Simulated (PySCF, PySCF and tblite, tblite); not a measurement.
# C8H11N: conformers and averaged spectra, part 2 of 2

PySCF and tblite. Atoms count from 0. The steps go on from the part before.

## 5. The ensemble: properties at B3LYP/pcSseg-1 in chloroform

The job: settings as JSON, then the geometry in Å.

```
{"job": {"study": "conf", "smiles": "CC(C)c1ccncc1", "search": {"seed": 9771, "n_embed": 60, "ff_keep": 14, "window": 3.0, "nmax": 6, "temps": [220, 260, 298.15, 340, 380], "t_ref": 298.15, "order": 0.002}, "level": {"nmr": {"xc": "B3LYP", "basis": "pcSseg-1", "solvent": "chloroform"}, "j": {"xc": "B3LYP", "basis": {"default": "6-31G*", "H": "pcJ-1"}, "nuclei": ["H", "F", "P", "Si", "B"]}}, "kind": "conf"}, "charge": 0, "multiplicity": 1}
C      1.945624     0.977469     0.165264
C      1.175428    -0.339947     0.052244
C      1.436102    -1.007949    -1.299569
C     -0.299997    -0.111043     0.255256
C     -1.039560     0.705091    -0.594902
C     -2.392216     0.875503    -0.354577
N     -3.035988     0.301872     0.648004
C     -2.337993    -0.474448     1.458017
C     -0.981172    -0.711748     1.307752
H      3.014881     0.793708     0.086935
H      1.656635     1.663598    -0.627142
H      1.745237     1.454305     1.122541
H      1.527707    -1.012948     0.842198
H      1.137071    -0.356555    -2.117169
H      2.495040    -1.231419    -1.408657
H      0.875957    -1.937347    -1.378802
H     -0.574640     1.202546    -1.431971
H     -2.996095     1.503811    -0.996804
H     -2.896343    -0.927654     2.267269
H     -0.460825    -1.356168     2.001076
```

The log of the run:

```text
conformer  sym    E(xTB)   E(DFT)   G(298.15 K)  weight  dipole/D
    1     Cs      0.000    0.000    0.000   1.0000    3.496

mean shielding (ppm) by class
class atoms           220 K      260 K   298.15 K      340 K      380 K
  0 C  0,2          154.908    154.908    154.908    154.908    154.908
  1 C  1            140.249    140.249    140.249    140.249    140.249
  2 C  3             13.871     13.871     13.871     13.871     13.871
  3 C  4,8           53.682     53.682     53.682     53.682     53.682
  4 C  5,7           25.678     25.678     25.678     25.678     25.678
  5 N  6            -80.796    -80.796    -80.796    -80.796    -80.796
  6 H  9,10,11        30.48      30.48      30.48      30.48      30.48
  7 H  12            29.046     29.046     29.046     29.046     29.046
  8 H  16,19         24.426     24.426     24.426     24.426     24.426
  9 H  17,18         23.069     23.069     23.069     23.069     23.069
```

It took 86 s on 1 thread of Arm Neoverse V1, shared host. This counts the runs that the step sums up.

The search (ETKDG and KDG, MMFF94s, GFN2-xTB) embedded 60 structures, kept 1 distinct ones after the force field and 1 after xTB; 1 was carried on (window 3.0 kcal/mol at the search's own energies). Energies: B3LYP/pcSseg-1 in chloroform with D3(BJ).

Conformer by conformer (298 K):

```
no.  group  mirror pair  ΔE xTB  ΔE DFT    ΔG  weight (%)  μ (D)  C0–C1–C3–C4 (°)     A, B, C (GHz)
  1     Cs           no    0.00    0.00  0.00       100.0   3.50               62  3.50, 1.10, 1.02
```

Energies in kcal/mol. ΔG holds xTB vibrations and rotation, symmetry numbers and mirror pairs.

Shifts against references run at the same level (¹H TMS 31.81, ¹³C TMS 182.6 ppm of shielding), by class of atoms, at 298 K:

```
                  atoms                                         environment    average
                     C3                         substituted aromatic carbon      168.7
                 C5, C7                 aromatic CH next to a ring nitrogen      156.9
                 C4, C8                                         aromatic CH      128.9
                     C1                          sp3 CH on an aromatic ring       42.3
                 C0, C2                                       methyl carbon       27.7
               H17, H18  hydrogen on an aromatic CH next to a ring nitrogen       8.75
               H16, H19                          hydrogen on an aromatic CH       7.39
                    H12           hydrogen on an sp3 CH on an aromatic ring       2.77
H9, H10, H11 and 3 more                         hydrogen on a methyl carbon       1.33
                     N6                         pyridine-type ring nitrogen  -80.8 (σ)
```

Couplings (Hz, B3LYP/6-31G*+pcJ-1; one pair named for each class), from conformers that hold 100 % of the weight:

```
   pair  bonds  average
 H9–H10      2    -13.7
 H9–H12      3      7.0
H16–H17      3      5.7
H17–H18      4     -1.4
H16–H19      4      1.0
```

Effective distances for nuclear Overhauser effects, ⟨r⁻⁶⟩^(−1/6) over all pairs of two classes (Å): H9···H12 2.59; H12···H16 2.59; H16···H17 2.78; H9···H16 3.12.

## 6. Shieldings, conformer 1: WP04/pcSseg-1 in cyclohexane

The job: settings as JSON, then the geometry in Å.

```
{"job": {"xc": "WP04", "basis": "pcSseg-1", "solvent": "cyclohexane", "grid": 1, "kind": "nmr", "pop": false}, "charge": 0, "multiplicity": 1}
C      1.945624     0.977469     0.165264
C      1.175428    -0.339947     0.052244
C      1.436102    -1.007949    -1.299569
C     -0.299997    -0.111043     0.255256
C     -1.039560     0.705091    -0.594902
C     -2.392216     0.875503    -0.354577
N     -3.035988     0.301872     0.648004
C     -2.337993    -0.474448     1.458017
C     -0.981172    -0.711748     1.307752
H      3.014881     0.793708     0.086935
H      1.656635     1.663598    -0.627142
H      1.745237     1.454305     1.122541
H      1.527707    -1.012948     0.842198
H      1.137071    -0.356555    -2.117169
H      2.495040    -1.231419    -1.408657
H      0.875957    -1.937347    -1.378802
H     -0.574640     1.202546    -1.431971
H     -2.996095     1.503811    -0.996804
H     -2.896343    -0.927654     2.267269
H     -0.460825    -1.356168     2.001076
```

The log of the run:

```text
final grid: 73752 points
cycle   1  E = -375.1815446802  dE =  1.138e+00  |g| = 7.135e-01  |ddm| = 4.215e+00
cycle   2  E = -375.1227925273  dE =  5.875e-02  |g| = 8.728e-01  |ddm| = 1.584e+00
cycle   3  E = -375.3089282709  dE = -1.861e-01  |g| = 1.566e-01  |ddm| = 9.261e-01
cycle   4  E = -375.3134527525  dE = -4.524e-03  |g| = 5.586e-02  |ddm| = 1.536e-01
cycle   5  E = -375.3140856523  dE = -6.329e-04  |g| = 2.006e-02  |ddm| = 7.219e-02
cycle   6  E = -375.3141854676  dE = -9.982e-05  |g| = 7.257e-03  |ddm| = 2.440e-02
cycle   7  E = -375.3141985063  dE = -1.304e-05  |g| = 1.421e-03  |ddm| = 6.599e-03
cycle   8  E = -375.3141990093  dE = -5.030e-07  |g| = 2.630e-04  |ddm| = 1.603e-03
cycle   9  E = -375.3141990200  dE = -1.070e-08  |g| = 1.641e-04  |ddm| = 3.797e-04
cycle  10  E = -375.3141990272  dE = -7.228e-09  |g| = 3.471e-05  |ddm| = 1.709e-04
cycle  11  E = -375.3141990274  dE = -2.650e-10  |g| = 1.480e-05  |ddm| = 4.237e-05
converged SCF energy = -375.3141990274

GIAO shielding tensors (ppm)
atom      isotropic    diamagn.    paramagn.     s11        s22        s33       span
  0 C      148.481     248.893    -100.413    134.724    140.333    170.386     35.663
  1 C      132.711     246.737    -114.026    124.003    127.109    147.021     23.018
  2 C      148.510     248.908    -100.397    134.753    140.374    170.404     35.651
  3 C       10.231     263.241    -253.010    -82.470    -48.997    162.160    244.631
  4 C       49.319     257.120    -207.801    -61.313     42.401    166.869    228.181
  5 C       20.023     252.529    -232.505    -90.798     16.683    134.184    224.982
  6 N      -88.652     331.753    -420.405   -380.757   -174.341    289.142    669.899
  7 C       19.640     252.370    -232.731    -90.453     15.837    133.534    223.987
  8 C       47.067     255.316    -208.249    -59.535     51.084    149.653    209.189
  9 H       30.666      29.646       1.020     27.077     27.850     37.070      9.993
 10 H       30.703      32.651      -1.949     26.710     30.192     35.206      8.497
 11 H       30.743      31.640      -0.898     26.945     29.053     36.231      9.286
 12 H       29.341      34.298      -4.957     25.627     28.194     34.202      8.575
 13 H       30.703      32.659      -1.956     26.707     30.195     35.208      8.501
 14 H       30.666      29.647       1.019     27.075     27.851     37.071      9.996
 15 H       30.743      31.643      -0.901     26.945     29.049     36.234      9.289
 16 H       24.853      36.323     -11.470     21.670     21.847     31.043      9.374
 17 H       23.419      29.792      -6.373     19.452     22.999     27.807      8.355
 18 H       23.468      28.972      -5.504     19.591     23.244     27.570      7.979
 19 H       24.953      35.159     -10.205     21.975     22.884     30.001      8.026
```

Wall time 24 s (1 thread of Arm Neoverse V1, shared host); peak memory 1.2 GiB.

This run: HOMO -8.43 eV, LUMO -2.68 eV; dipole 3.26 D.

## 7. Single-point energy, conformer 1: LC-wPBE/def2-SVP in cyclohexane

Changed since step 6:

```diff
@@ -1,2 +1,2 @@
-{"job": {"xc": "WP04", "basis": "pcSseg-1", "solvent": "cyclohexane", "grid": 1, "kind": "nmr", "pop": false}, "charge": 0, "multiplicity": 1}
+{"job": {"xc": "LC-wPBE", "basis": "def2-SVP", "solvent": "cyclohexane", "kind": "sp"}, "charge": 0, "multiplicity": 1}
 C      1.945624     0.977469     0.165264
```

The log of the run:

```text
coarse grid: 16576 points
cycle   1  E = -365.6111075206  dE =  1.954e+00  |g| = 3.707e-01  |ddm| = 4.719e+00
cycle   2  E = -365.6398118240  dE = -2.870e-02  |g| = 2.706e-01  |ddm| = 6.945e-01
cycle   3  E = -365.6539929736  dE = -1.418e-02  |g| = 6.433e-02  |ddm| = 2.816e-01
cycle   4  E = -365.6550435720  dE = -1.051e-03  |g| = 2.087e-02  |ddm| = 1.101e-01
cycle   5  E = -365.6551557165  dE = -1.121e-04  |g| = 5.017e-03  |ddm| = 2.942e-02
cycle   6  E = -365.6551641441  dE = -8.428e-06  |g| = 1.361e-03  |ddm| = 1.016e-02
final grid: 159752 points
cycle   7  E = -365.7181152076  dE = -4.039e-05  |g| = 4.459e-03  |ddm| = 3.120e-02
cycle   8  E = -365.7181187343  dE = -3.527e-06  |g| = 3.033e-03  |ddm| = 8.866e-03
cycle   9  E = -365.7181204709  dE = -1.737e-06  |g| = 4.295e-04  |ddm| = 3.080e-03
cycle  10  E = -365.7181210224  dE = -5.515e-07  |g| = 1.984e-04  |ddm| = 7.206e-04
cycle  11  E = -365.7181210190  dE =  3.401e-09  |g| = 4.421e-05  |ddm| = 3.358e-04
cycle  12  E = -365.7181209882  dE =  3.083e-08  |g| = 2.282e-05  |ddm| = 9.360e-05
cycle  13  E = -365.7181209886  dE = -3.537e-10  |g| = 8.785e-06  |ddm| = 5.420e-05
converged SCF energy = -365.7181209886
```

Wall time 16 s (1 thread of Arm Neoverse V1, shared host); peak memory 0.89 GiB.

This run: HOMO -9.98 eV, LUMO 1.71 eV; dipole 3.08 D.

## 8. The ensemble: properties at WP04/pcSseg-1 in cyclohexane

Changed since step 5:

```diff
@@ -1,2 +1,2 @@
-{"job": {"study": "conf", "smiles": "CC(C)c1ccncc1", "search": {"seed": 9771, "n_embed": 60, "ff_keep": 14, "window": 3.0, "nmax": 6, "temps": [220, 260, 298.15, 340, 380], "t_ref": 298.15, "order": 0.002}, "level": {"nmr": {"xc": "B3LYP", "basis": "pcSseg-1", "solvent": "chloroform"}, "j": {"xc": "B3LYP", "basis": {"default": "6-31G*", "H": "pcJ-1"}, "nuclei": ["H", "F", "P", "Si", "B"]}}, "kind": "conf"}, "charge": 0, "multiplicity": 1}
+{"job": {"study": "conf", "smiles": "CC(C)c1ccncc1", "search": {"seed": 9771, "n_embed": 60, "ff_keep": 14, "window": 3.0, "nmax": 6, "temps": [220, 260, 298.15, 340, 380], "t_ref": 298.15, "order": 0.002}, "level": {"nmr": {"xc": "WP04", "basis": "pcSseg-1", "solvent": "cyclohexane", "grid": 1}, "sp": {"xc": "LC-wPBE", "basis": "def2-SVP", "solvent": "cyclohexane"}, "change": "WP04/pcSseg-1; solvent cyclohexane; energies LC-wPBE/def2-SVP; grid level 1", "top": 4}, "kind": "conf"}, "charge": 0, "multiplicity": 1}
 C      1.945624     0.977469     0.165264
```

The log of the run:

```text
conformer  sym    E(xTB)   E(DFT)   G(298.15 K)  weight  dipole/D
    1     Cs      0.000    0.000    0.000   1.0000    3.075

mean shielding (ppm) by class
class atoms           220 K      260 K   298.15 K      340 K      380 K
  0 C  0,2          148.496    148.496    148.496    148.496    148.496
  1 C  1            132.711    132.711    132.711    132.711    132.711
  2 C  3             10.231     10.231     10.231     10.231     10.231
  3 C  4,8           48.193     48.193     48.193     48.193     48.193
  4 C  5,7           19.831     19.831     19.831     19.831     19.831
  5 N  6            -88.652    -88.652    -88.652    -88.652    -88.652
  6 H  9,10,11       30.704     30.704     30.704     30.704     30.704
  7 H  12            29.341     29.341     29.341     29.341     29.341
  8 H  16,19         24.903     24.903     24.903     24.903     24.903
  9 H  17,18         23.444     23.444     23.444     23.444     23.444
```

Run time: 40 s. Hardware: 1 thread of Arm Neoverse V1, shared host. This counts the runs that the step sums up.

Against the first level, at 298 K (shieldings, ppm; largest changes first):

```
                  atoms  B3LYP/pcSseg-1 in chloroform  WP04/pcSseg-1 in cyclohexane  change
                     N6                         -80.8                         -88.7    -7.9
                     C1                         140.2                         132.7    -7.5
                 C0, C2                         154.9                         148.5    -6.4
                 C5, C7                          25.7                          19.8    -5.8
                 C4, C8                          53.7                          48.2    -5.5
                     C3                          13.9                          10.2    -3.6
               H16, H19                         24.43                         24.90   +0.48
               H17, H18                         23.07                         23.44   +0.38
                    H12                         29.05                         29.34   +0.30
H9, H10, H11 and 3 more                         30.48                         30.70   +0.22
```

Weights: from B3LYP/pcSseg-1 in chloroform energies 1: 100 %; from LC-wPBE/def2-SVP in cyclohexane energies 1: 100 % (with a dispersion term where the level has one and the same thermal terms, so they don't follow from the SCF energies alone). Times: 86 s and 40 s.

## 9. Results

This closing draws on all 2 parts.

| quantity | value |
| --- | --- |
| conformers | 1; the first in weight is no. 1 (Cs), 100 % at 298 K |
| root-mean-square dipole | 3.50 D |
| averaged ¹³C shifts (B3LYP/pcSseg-1 in chloroform) | 168.7, 156.9, 128.9, 42.3, 27.7 ppm |
| averaged ¹H shifts (B3LYP/pcSseg-1 in chloroform) | 8.75, 7.39, 2.77, 1.33 ppm |

The search found one conformer in the window, so the averages are its own values. Going from B3LYP/pcSseg-1 in chloroform to WP04/pcSseg-1 in cyclohexane moves N6 most, by 7.9 ppm of raw shielding.
